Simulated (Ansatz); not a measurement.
# FH10NOSi2: the cost of one run

All numbers below are computed with Ansatz 0.2.0 (UKS B3LYP-D4/STO-3G).

### Step 1. Starting point

Bond lengths: Si1–F2 2.004 Å, Si1–H3 1.500 Å, Si1–H4 1.462 Å, Si1–Si5 2.305 Å, Si1–O7 2.065 Å, Si5–H10 1.470 Å, Si5–H11 1.470 Å, Si5–H12 1.468 Å, O7–H13 0.953 Å, N9–H14 1.006 Å, N9–H15 1.005 Å. Angles (14 of 18 angles, heavy atoms first): F2–Si1–Si5 86.7°, F2–Si1–O7 83.1°, Si5–Si1–O7 106.6°, F2–Si1–H3 167.2°, F2–Si1–H4 77.9°, H3–Si1–Si5 103.7°, H3–Si1–O7 86.7°, H4–Si1–Si5 138.7°, H4–Si1–O7 109.1°, Si1–Si5–H10 108.4°, Si1–Si5–H11 115.2°, Si1–Si5–H12 113.9°, Si1–O7–H13 107.1°, H3–Si1–H4 98.4°.

As a file:

```xyz
15

Si   -0.8213   -1.1679    0.2848
F     0.1456    0.1413    1.4545
H    -1.2404   -2.2837   -0.6253
H    -0.5697   -1.9586    1.4888
Si   -2.1390    0.6035   -0.3784
H     1.6107   -0.0424   -0.5204
O     0.9118   -1.0669   -0.8331
H     1.0956    0.7377    1.0092
N     2.0759    1.0171    0.1493
H    -3.5102    0.3669    0.0968
H    -1.7385    1.9152    0.1509
H    -2.2214    0.7709   -1.8347
H     1.4313   -1.8361   -0.6150
H     3.0088    0.9144    0.5105
H     1.9606    1.8886   -0.3380
```

### Step 2. Run 1

150 steps of 0.5 fs at constant energy, with velocities drawn for 100 K.

input.yaml

```yaml
crystal:
  periodic: [false, false, false]
  atoms:
    - { symbol: Si, position_ang: [-0.8213, -1.1679, 0.2848] }
    - { symbol: F, position_ang: [0.1456, 0.1413, 1.4545] }
    - { symbol: H, position_ang: [-1.2404, -2.2837, -0.6253] }
    - { symbol: H, position_ang: [-0.5697, -1.9586, 1.4888] }
    - { symbol: Si, position_ang: [-2.139, 0.6035, -0.3784] }
    - { symbol: H, position_ang: [1.6107, -0.0424, -0.5204] }
    - { symbol: O, position_ang: [0.9118, -1.0669, -0.8331] }
    - { symbol: H, position_ang: [1.0956, 0.7377, 1.0092] }
    - { symbol: "N", position_ang: [2.0759, 1.0171, 0.1493] }
    - { symbol: H, position_ang: [-3.5102, 0.3669, 0.0968] }
    - { symbol: H, position_ang: [-1.7385, 1.9152, 0.1509] }
    - { symbol: H, position_ang: [-2.2214, 0.7709, -1.8347] }
    - { symbol: H, position_ang: [1.4313, -1.8361, -0.615] }
    - { symbol: H, position_ang: [3.0088, 0.9144, 0.5105] }
    - { symbol: H, position_ang: [1.9606, 1.8886, -0.338] }
magnetization:
  spin_polarized: true
basis:
  gaussian: { orbitals: STO-3G }
hamiltonian:
  xc: b3lyp
  dispersion: d4
md:
  timestep: 0.5
  n_steps: 150
  ensemble: nve
  temperature: 100.0
  initial_velocities: maxwell_boltzmann
  seed: 373744
```

Started as:

```sh
> ansatz run input.yaml --threads 1 --pin off --max-ram 2048MiB --backend cpu --events-out ev --progress --plain --runs-dir out
```

**Question.** How long does this run take on 1 thread of an x86-64 CPU, shared host, and how much memory does it need?

About 11 min, with a peak of 0.19 GiB.
